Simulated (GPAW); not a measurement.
GaF:

```xyz
2
Lattice="0.0000 2.8462 2.8462 2.8462 0.0000 2.8462 2.8462 2.8462 0.0000" Properties=species:S:1:pos:R:3 pbc="T T T"
Ga    1.4231    1.4231    1.4231
F     0.0000    0.0000    0.0000
```

The cell was built by a generator and needn't be a form met in nature.

- Program: GPAW 26.7.0
- Task: relaxation of cell and atoms
- Functional: revPBE
- Dispersion: D3(BJ)
- Potentials or basis: the program's PAW data sets (release 1.2.1) made for this functional
- Cutoff: 800 eV
- Basis: pw
- k mesh: 8 × 8 × 8
- Occupations: fermi-dirac, width 0.05 eV
- Spin: no spin polarisation

At the start: pressure 6.9 GPa; volume 23.06 Å³/atom.

Task: Where does the relaxation end?

Result: Over 6 steps the energy falls by 39.8 meV/atom and the volume is 24.48 Å³/atom (+6.2 %); space group F-43m (No. 216, to 0.05 Å).

The path:
```tsv
step	energy change (eV)	largest force (eV/Å)	pressure (GPa)	volume (Å³)
1	0.0000	0.0000	6.93	46.12
2	-0.0435	0.0000	5.28	47.11
3	-0.0687	0.0000	-2.64	50.78
4	-0.0798	0.0000	-1.06	49.46
5	-0.0777	0.0000	0.71	48.63
6	-0.0797	0.0000	-0.07	48.96
```

Final structure:
```
Ga F
1.0
     0.00000    2.90359    2.90359
     2.90359    0.00000    2.90359
     2.90359    2.90359    0.00000
Ga F
1 1
Direct
  0.25000 0.25000 0.25000
  0.00000 0.00000 0.00000
```

Caveat: the data sets keep Ga 3d, Li 1s and Be 1s frozen, and some such compounds lay over 1.5 % in volume off other programs; later steps reuse the first step's grids.
